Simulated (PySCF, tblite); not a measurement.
**CH7O3Si2 radical, a small gas-phase stand-in for a defect centre (Si site with back bonds C[SiH3], O, O): EPR parameters**

Wanted: the EPR parameters for `[O][Si](O)(O)C[SiH3]`. It is drawn as: oxygen hole.

Computed with tblite 0.8.0 and PySCF 2.14.0; each step states its level. No surroundings beyond the atoms listed, unless a continuum is named. Atoms count from 0, parts from 1.

## 1. Starting point

13 atoms, charge 0, multiplicity 2; geometry: distance geometry start.

## 2. Geometry optimisation with GFN2-xTB

The job: settings as JSON, then the geometry in Å.

```
{"job": {"kind": "relax", "xc": "GFN2-xTB", "basis": "xTB"}, "charge": 0, "multiplicity": 2}
Si     0.972840     0.082777     1.030143
C      0.675809    -1.654518     0.473243
Si    -0.719846    -1.712180    -0.703921
O      2.414802     0.715621     0.238830
O     -0.411478     1.050077     0.631320
O      1.225787     0.078626     2.794237
H      0.456056    -2.270356     1.293812
H      1.539231    -2.012373    -0.002798
H     -0.244180    -1.359691    -2.003067
H     -1.676790    -0.743232    -0.327249
H     -1.295272    -2.990101    -0.704758
H      2.644067     1.664038     0.171328
H     -0.531740     1.557312    -0.196994
```

Level: GFN2-xTB geometry optimisation, gas phase.

Command:

```
OMP_NUM_THREADS=1 python cluster_run.py task.json out
```

One launch serves the whole session: the jobs run in the order shown.

What it wrote:

```text
step      E/eV     max force
  0    -580.95999    6.009
  1    -581.98267    4.152
  2    -582.04762   12.339
  3    -582.62195    2.034
  4    -582.70046    1.078
  5    -582.74688    0.798
  6    -582.76622    0.836
  7    -582.82393    0.424
  8    -582.83433    0.364
  9    -582.86289    0.395
 10    -582.87914    0.321
 11    -582.88917    0.211
 12    -582.89438    0.210
 13    -582.89816    0.247
 14    -582.90167    0.158
 15    -582.90395    0.148
 16    -582.90612    0.152
 17    -582.90842    0.165
 18    -582.91093    0.159
 19    -582.91337    0.146
 20    -582.91533    0.125
 21    -582.91686    0.107
 22    -582.91832    0.091
 23    -582.91976    0.113
 24    -582.92145    0.145
 25    -582.92396    0.158
 26    -582.92801    0.220
 27    -582.93352    0.270
 28    -582.94044    0.247
 29    -582.94221    0.840
 30    -582.95146    0.196
 31    -582.95670    0.217
 32    -582.96650    1.041
 33    -582.98266    0.290
 34    -583.00458    0.393
 35    -583.00125    1.644
 36    -583.03244    0.387
 37    -583.04134    0.269
 38    -583.04595    1.042
 39    -583.05655    0.313
 40    -583.06227    0.190
 41    -583.07251    0.168
 42    -583.07415    0.139
 43    -583.07920    0.117
 44    -583.08321    0.142
 45    -583.08594    0.139
 46    -583.08718    0.080
 47    -583.08807    0.108
 48    -583.08881    0.140
 49    -583.08972    0.103
 50    -583.09105    0.075
 51    -583.09173    0.071
 52    -583.09237    0.059
 53    -583.09289    0.045
 54    -583.09333    0.047
 55    -583.09381    0.057
 56    -583.09451    0.079
 57    -583.09543    0.083
 58    -583.09642    0.066
 59    -583.09723    0.081
 60    -583.09777    0.080
 61    -583.09821    0.067
 62    -583.09869    0.051
 63    -583.09913    0.051
 64    -583.09944    0.037
 65    -583.09965    0.032
 66    -583.09984    0.036
 67    -583.10008    0.046
 68    -583.10036    0.061
 69    -583.10060    0.048
 70    -583.10073    0.027
 71    -583.10081    0.030
 72    -583.10090    0.027
 73    -583.10103    0.039
 74    -583.10115    0.034
 75    -583.10123    0.020
 76    -583.10129    0.021
 77    -583.10135    0.028
 78    -583.10148    0.039
 79    -583.10170    0.051
 80    -583.10198    0.047
 81    -583.10221    0.037
 82    -583.10234    0.025
 83    -583.10241    0.018
 84    -583.10247    0.020
 85    -583.10251    0.017
 86    -583.10255    0.014
 87    -583.10259    0.016
 88    -583.10264    0.019
 89    -583.10269    0.015
 90    -583.10272    0.016
 91    -583.10274    0.011
 92    -583.10275    0.005
```

Wall time 2.7 s (1 thread of Arm Neoverse V1, shared host).

The steps of the relaxation:

```tsv
step	energy from step 0 (eV)	largest force (eV/Å)
0	0.0000	6.0094
3	-1.6620	2.0339
6	-1.8062	0.8363
9	-1.9029	0.3955
12	-1.9344	0.2103
15	-1.9440	0.1485
18	-1.9509	0.1597
21	-1.9569	0.1077
24	-1.9615	0.1450
27	-1.9735	0.2697
30	-1.9915	0.1962
33	-2.0227	0.2900
36	-2.0725	0.3869
39	-2.0966	0.3135
42	-2.1142	0.1388
45	-2.1260	0.1386
48	-2.1288	0.1407
51	-2.1317	0.0715
54	-2.1333	0.0471
57	-2.1354	0.0821
60	-2.1378	0.0801
63	-2.1391	0.0507
66	-2.1399	0.0357
69	-2.1406	0.0485
72	-2.1409	0.0269
75	-2.1412	0.0194
78	-2.1415	0.0391
81	-2.1422	0.0364
84	-2.1425	0.0198
87	-2.1426	0.0163
90	-2.1427	0.0152
92	-2.1428	0.0051
```

Distances of close pairs at the start and the end, largest changes first:

```tsv
bond	before (Å)	after (Å)	change (Å)
Si0–O5	1.782	1.527	-0.255
Si0–C1	1.848	2.060	+0.212
Si0–O3	1.762	1.637	-0.126
Si0–O4	1.735	1.623	-0.112
Si2–H10	1.401	1.476	+0.074
C1–Si2	1.827	1.884	+0.057
Si2–H9	1.413	1.457	+0.044
Si2–H8	1.428	1.464	+0.036
```

## 3. Geometry optimisation at PBE0-D3(BJ)/def2-SVP

The job: settings as JSON, then the geometry in Å.

```
{"job": {"xc": "PBE0", "basis": "def2-SVP", "d3": "d3bj", "grid": 2, "kind": "geom", "shake": 0.01}, "charge": 0, "multiplicity": 2}
Si     0.571139     0.940037     0.891358
C      0.229788    -1.008863     0.370780
Si    -1.148985    -1.052191    -0.934069
O      1.685314     1.442495    -0.230132
O     -0.840930     1.615760     0.353532
O      0.883896     0.726396     2.353906
H     -0.005020    -1.488864     1.307183
H      1.228835    -1.330997     0.043048
H     -0.780222    -0.256062    -2.088867
H     -2.424703    -0.665938    -0.366603
H     -1.143005    -2.481027    -1.288827
H      2.577875     1.333248     0.001064
H     -0.823774     2.208633    -0.404969
```

What it wrote:

```text
step   0  E = -846.09924305  max force = 0.099014
step   1  E = -846.11784359  max force = 0.041109
step   2  E = -846.12192390  max force = 0.027476
step   3  E = -846.12422303  max force = 0.016356
step   4  E = -846.12709711  max force = 0.005808
step   5  E = -846.12738416  max force = 0.001545
step   6  E = -846.12751856  max force = 0.001383
step   7  E = -846.12759969  max force = 0.002381
step   8  E = -846.12774152  max force = 0.002688
step   9  E = -846.12782221  max force = 0.002003
step  10  E = -846.12788477  max force = 0.000503
step  11  E = -846.12791009  max force = 0.000513
step  12  E = -846.12792725  max force = 0.000771
step  13  E = -846.12793786  max force = 0.000522
step  14  E = -846.12794390  max force = 0.000192
optimisation converged
```

Run time: 6.1 min. Hardware: 1 thread of Arm Neoverse V1, shared host; peak memory 0.67 GiB.

Step by step:

```tsv
step	energy from step 0 (eV)	largest force component (eV/Å)
0	0.0000	5.0915
1	-0.5061	2.1139
2	-0.6172	1.4129
3	-0.6797	0.8411
4	-0.7579	0.2987
5	-0.7658	0.0794
6	-0.7694	0.0711
7	-0.7716	0.1224
8	-0.7755	0.1382
9	-0.7777	0.1030
10	-0.7794	0.0259
11	-0.7801	0.0264
12	-0.7805	0.0396
13	-0.7808	0.0268
14	-0.7810	0.0099
```

Close pairs (by a distance rule), those that changed most:

```tsv
bond	before (Å)	after (Å)	change (Å)
Si0–C1	2.046	1.857	-0.189
Si0–O5	1.511	1.677	+0.167
Si2–H8	1.450	1.493	+0.043
Si2–H9	1.449	1.490	+0.041
O3–H11	0.928	0.962	+0.033
C1–H6	1.078	1.103	+0.025
Si2–H10	1.472	1.497	+0.025
Si0–O4	1.655	1.648	-0.007
```

The end geometry stands in the next job.

```tsv
at the end point	value
point group (found at 0.08 Å tolerance)	C1
rotational constants (GHz, main isotopes)	3.629, 1.408, 1.345
dipole moment (D)	1.66
⟨S²⟩	0.753
```

## 4. EPR parameters: B3LYP/IGLO-III+pcH-1

The job: settings as JSON, then the geometry in Å.

```
{"job": {"kind": "epr"}, "charge": 0, "multiplicity": 2}
Si     0.563982     0.863761     0.629979
C      0.207395    -0.940944     0.375990
Si    -1.170970    -1.235755    -0.886219
O      1.773823     1.529303    -0.286580
O     -0.794328     1.715173     0.245789
O      0.999996     0.902396     2.249335
H     -0.089262    -1.408438     1.329832
H      1.132553    -1.439267     0.042763
H     -0.893321    -0.489578    -2.149036
H     -2.489235    -0.815730    -0.333554
H     -1.227835    -2.697022    -1.205680
H      2.671838     1.368196     0.017746
H     -0.674410     2.630702    -0.022809
```

Method: UKS B3LYP, IGLO-III on C O Si, pcH-1 on H, non-relativistic, mean-field spin-orbit, GIAO.

What it wrote:

```text
UKS, coarse grid
  cycle   1  E = -846.71734935  |g| = 1.06e+00
  cycle   2  E = -835.74408806  |g| = 2.88e+00
  cycle   3  E = -846.41606037  |g| = 1.13e+00
  cycle   4  E = -847.12773858  |g| = 2.88e-01
  cycle   5  E = -847.20601684  |g| = 2.61e-01
  cycle   6  E = -847.23409998  |g| = 1.24e-01
  cycle   7  E = -847.23999505  |g| = 8.87e-02
  cycle   8  E = -847.24424024  |g| = 2.81e-02
  cycle   9  E = -847.24481397  |g| = 1.03e-02
  cycle  10  E = -847.24487354  |g| = 3.75e-03
  cycle  11  E = -847.24488328  |g| = 2.05e-03
  cycle  12  E = -847.24489050  |g| = 1.22e-03
  cycle  13  E = -847.24489670  |g| = 9.31e-04
UKS, final grid
  cycle   1  E = -847.24489920  |g| = 1.05e-03
  cycle   2  E = -847.24490202  |g| = 1.67e-03
  cycle   3  E = -847.24490401  |g| = 6.35e-04
  cycle   4  E = -847.24490885  |g| = 5.83e-04
  cycle   5  E = -847.24492022  |g| = 3.68e-04
  cycle   6  E = -847.24492164  |g| = 2.65e-04
  cycle   7  E = -847.24492304  |g| = 1.69e-04
  cycle   8  E = -847.24492338  |g| = 8.04e-05
  cycle   9  E = -847.24492341  |g| = 3.74e-05
  cycle  10  E = -847.24492341  |g| = 2.04e-05
E = -847.24492341 Eh   <S^2> = 0.7537 (exact 0.7500)
g shifts (ppm)      1          2          3
  rmc          -284       -284       -284
  gc            -17         47         56
  oz_so         188       9749      35187
  total        -113       9512      34960
hyperfine (MHz)  atom isotope    a_iso     a_fc   dipolar eigenvalues
    0  29Si      36.73      36.73     -4.02      0.64      3.37
    1   13C      18.32      18.32     -8.47     -7.96     16.43
    2  29Si     -10.70     -10.70     -6.78      3.07      3.71
    3   17O      -0.53      -0.53     -5.66      2.65      3.02
    4   17O       0.81       0.81     -2.24      0.95      1.28
    5   17O     -38.22     -38.22   -254.86    126.03    128.83
    6    1H       7.60       7.60     -7.10     -1.11      8.21
    7    1H      -3.10      -3.10     -5.31     -0.06      5.37
    8    1H      -0.34      -0.34     -1.09     -0.54      1.63
    9    1H      -0.95      -0.95     -1.18     -0.55      1.73
   10    1H      19.11      19.11     -0.97     -0.29      1.27
   11    1H      -1.09      -1.09     -3.72     -2.07      5.79
   12    1H      -0.79      -0.79     -2.24     -1.70      3.94
```

Run time: 1.8 min. Hardware: 1 thread of Arm Neoverse V1, shared host; peak memory 0.97 GiB.

Principal g values 2.00221, 2.01183, 2.03728; g(iso) = 2.01711, against 2.00232 for a free electron. They are not to be trusted: the run shows nearly degenerate orbitals, where second-order g theory doesn't apply.

Hyperfine couplings, nucleus by nucleus at this fixed geometry (no averaging over rotations):

```tsv
nuclei	isotope	a(iso) (MHz)	a(iso) (G, at g = 2.0023)	largest dipolar term (MHz)
O5	17O	-38.2	-13.6	-254.9
Si0	29Si	36.7	13.1	-4.0
H10	1H	19.1	6.8	1.3
C1	13C	18.3	6.5	16.4
Si2	29Si	-10.7	-3.8	-6.8
H6	1H	7.6	2.7	8.2
H7	1H	-3.1	-1.1	5.4
H11	1H	-1.1	-0.4	5.8
H9	1H	-1.0	-0.3	1.7
O4	17O	0.8	0.3	-2.2
H12	1H	-0.8	-0.3	3.9
O3	17O	-0.5	-0.2	-5.7
H8	1H	-0.3	-0.1	1.6
```

Mulliken spin populations:

Si0 -0.04; C1 0.07; Si2 0.02; O3 0.01; O4 0.00; O5 0.92; H6 0.00; H7 0.00; H8 0.00; H9 0.00; H10 0.01; H11 0.00; H12 0.00

## 5. g tensor and hyperfine couplings: BHandHLYP/IGLO-III+pcH-1

Same as in step 4 but for these lines:

```diff
@@ -1,2 +1,2 @@
-{"job": {"kind": "epr"}, "charge": 0, "multiplicity": 2}
+{"job": {"kind": "epr", "xc": "BHandHLYP"}, "charge": 0, "multiplicity": 2}
 Si     0.563982     0.863761     0.629979
```

Method: UKS BHandHLYP, IGLO-III on C O Si, pcH-1 on H, non-relativistic, mean-field spin-orbit, GIAO.

What it wrote:

```text
UKS, coarse grid
  cycle   1  E = -846.62922881  |g| = 8.98e-01
  cycle   2  E = -845.37175899  |g| = 1.85e+00
  cycle   3  E = -846.98533749  |g| = 3.00e-01
  cycle   4  E = -847.02027475  |g| = 2.81e-01
  cycle   5  E = -847.05240293  |g| = 1.17e-01
  cycle   6  E = -847.06317620  |g| = 4.01e-02
  cycle   7  E = -847.06535362  |g| = 1.36e-02
  cycle   8  E = -847.06568402  |g| = 8.45e-03
  cycle   9  E = -847.06591182  |g| = 7.58e-03
  cycle  10  E = -847.06609318  |g| = 4.27e-03
  cycle  11  E = -847.06620451  |g| = 2.90e-03
  cycle  12  E = -847.06623442  |g| = 1.34e-03
  cycle  13  E = -847.06624037  |g| = 5.78e-04
UKS, final grid
  cycle   1  E = -847.06624185  |g| = 5.30e-04
  cycle   2  E = -847.06624222  |g| = 5.59e-04
  cycle   3  E = -847.06624246  |g| = 2.66e-04
  cycle   4  E = -847.06624298  |g| = 2.37e-04
  cycle   5  E = -847.06624364  |g| = 2.02e-04
  cycle   6  E = -847.06624444  |g| = 1.78e-04
  cycle   7  E = -847.06624495  |g| = 1.59e-04
  cycle   8  E = -847.06624582  |g| = 1.27e-04
  cycle   9  E = -847.06624653  |g| = 8.88e-05
  cycle  10  E = -847.06624684  |g| = 4.53e-05
  cycle  11  E = -847.06624689  |g| = 2.01e-05
  cycle  12  E = -847.06624689  |g| = 7.78e-06
E = -847.06624689 Eh   <S^2> = 0.7544 (exact 0.7500)
g shifts (ppm)      1          2          3
  rmc          -288       -288       -288
  gc            -21         48         55
  oz_so         103      10262      52410
  total        -205      10021      52177
hyperfine (MHz)  atom isotope    a_iso     a_fc   dipolar eigenvalues
    0  29Si      42.67      42.67     -3.32     -0.03      3.34
    1   13C      18.61      18.61     -5.41     -4.91     10.32
    2  29Si      -8.62      -8.62     -3.83      1.70      2.13
    3   17O      -1.45      -1.45     -4.01      1.84      2.16
    4   17O       0.81       0.81     -1.63      0.65      0.97
    5   17O     -57.16     -57.16   -264.00    130.32    133.68
    6    1H       7.51       7.51     -6.07     -1.80      7.87
    7    1H      -2.74      -2.74     -4.10     -0.97      5.07
    8    1H      -0.24      -0.24     -0.88     -0.59      1.47
    9    1H      -0.58      -0.58     -0.98     -0.65      1.63
   10    1H       8.74       8.74     -0.74     -0.42      1.16
   11    1H      -0.86      -0.86     -3.53     -2.61      6.14
   12    1H      -0.70      -0.70     -2.20     -1.92      4.12
```

Run time: 1.8 min. Hardware: 1 thread of Arm Neoverse V1, shared host; peak memory 0.9 GiB.

In short: g(iso) 2.02298, not to be trusted: the run shows nearly degenerate orbitals, where second-order g theory doesn't apply.

## 6. Run by run: EPR parameters

g, ⟨S²⟩ and isotropic hyperfine couplings (MHz), with basis size and wall time; * marks a run flagged for spin contamination, instability or a large g shift:

```tsv
run	g(iso)	⟨S²⟩	17O O5	29Si Si0	1H H10	13C C1	29Si Si2	functions	time
B3LYP/IGLO-III+pcH-1*	2.01711	0.754	-38.2	36.7	19.1	18.3	-10.7	298	1.8 min
BHandHLYP/IGLO-III+pcH-1*	2.02298	0.754	-57.2	42.7	8.7	18.6	-8.6	298	1.8 min
```

## 7. Summary of results

| quantity | value |
| --- | --- |
| point group | C1 |
| rotational constants (main isotopes) | 3.63, 1.41, 1.35 GHz |
| g(iso) (B3LYP) | 2.01711 |
| ⟨S²⟩ | 0.754 (exact 0.75) |
| largest a(iso) | 17O on O5, -38.2 MHz |

What this shows: The start of the PBE0/def2-SVP relaxation was shaken at random by about 0.01 Å, so part of the energy gained, and of the first lengths quoted, undoes that. Relaxing lowered the energy by 0.781 eV in 14 steps; the close pair that moved most is Si0–C1, from 2.046 to 1.857 Å (PBE0/def2-SVP). O5 carries the largest spin population, 0.92 e. The isotropic g lies 14.8 ppt above the free-electron value. These values are not to be trusted: the run shows nearly degenerate orbitals, where second-order g theory doesn't apply. A capped cluster stands for the solid here, so long-range fields and strain are missing, and bands or shifts of the capping hydrogens have no counterpart in it.
